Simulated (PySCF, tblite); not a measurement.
# C₇H₁₂O₄: infrared bands and NMR shifts

Aim: predict the infrared bands and NMR shifts of C₇H₁₂O₄ (`COC(=O)C(=O)OC(C)(C)C`).

The runs use tblite 0.8.0 and PySCF 2.14.0, with density-fitted response routines of our own; the level of theory stands in each step. All values are computed, except where a source is named. Atoms count from 0, in the outputs and in this text.

## 1. The molecule as given

23 atoms, charge 0, multiplicity 1; geometry from: GFN2-xTB.

Bonds of the start (Å): C0–O1 1.42, O1–C2 1.32, C2–O3 1.20, C2–C4 1.55, C4–O5 1.20, C4–O6 1.31, O6–C7 1.46, C7–C8 1.53, C7–C9 1.53, C7–C10 1.53, C0–H11 1.09, C0–H12 1.09, C0–H13 1.09, C8–H14 1.09, C8–H15 1.09, C8–H16 1.09, C9–H17 1.09, C9–H18 1.09, C9–H19 1.09, C10–H20 1.09, C10–H21 1.09, C10–H22 1.09.

## 2. Infrared spectrum with GFN2-xTB

What the job is given:

```
{"job": {"kind": "ir", "xc": "GFN2-xTB", "basis": "xTB"}, "charge": 0, "multiplicity": 1}
C      4.305378     0.640245     0.904131
O      2.968121     0.981463     0.559671
C      2.098698    -0.016237     0.528190
O      2.351973    -1.166532     0.766671
C      0.695512     0.505145     0.137750
O      0.476122     1.664187    -0.098535
O     -0.146851    -0.500409     0.117972
C     -1.552285    -0.316318    -0.218336
C     -2.140318    -1.722564    -0.118587
C     -2.207752     0.622007     0.792893
C     -1.678568     0.227582    -1.639968
H      4.336633     0.193251     1.899694
H      4.870120     1.567989     0.881374
H      4.709411    -0.075481     0.185467
H     -3.200302    -1.700927    -0.353491
H     -2.005403    -2.111714     0.886691
H     -1.634192    -2.387310    -0.812998
H     -1.783862     1.619702     0.717222
H     -2.053950     0.249206     1.803241
H     -3.274800     0.678296     0.597262
H     -2.727207     0.269316    -1.920507
H     -1.258147     1.227514    -1.704320
H     -1.153084    -0.421429    -2.337179
```

**Question.** This job is followed by: GIAO PBE0/pcSseg-1 NMR shielding, non-relativistic, gas phase. Predict these results of the whole session: strongest single infrared mode (GFN2-xTB); zero-point energy (GFN2-xTB); ¹³C shifts against TMS (PBE0/pcSseg-1, means over atoms taken as alike); ¹H shifts against TMS (PBE0/pcSseg-1, means over atoms taken as alike); ¹⁷O shifts against H2O (PBE0/pcSseg-1).

**Answer**, as computed:

| quantity | value |
| --- | --- |
| strongest single infrared mode (GFN2-xTB) | 1777 cm⁻¹, 748 km/mol |
| zero-point energy (GFN2-xTB) | 115.2 kcal/mol |
| ¹³C shifts against TMS (PBE0/pcSseg-1, means over atoms taken as alike) | 165.4, 162.2, 83.4, 54.9, 28.5 ppm |
| ¹H shifts against TMS (PBE0/pcSseg-1, means over atoms taken as alike) | 3.99, 1.62 ppm |
| ¹⁷O shifts against H2O (PBE0/pcSseg-1) | 439.4, 436.1, 247.8, 193.0 ppm |

The lowest mode is imaginary (22i cm⁻¹), so the xTB geometry is not a minimum. The strongest single mode, at 1777 cm⁻¹, is carried by C2, C4, O3, O5. Unscaled tight-binding wavenumbers are off by several per cent, some by more. Its intensities can rank the bands wrongly. The most deshielded hydrogen is H11, H12, H13 (mean) (hydrogen on a methyl carbon bonded to O), at 3.99 ppm: its carbon carries O, which withdraws density.
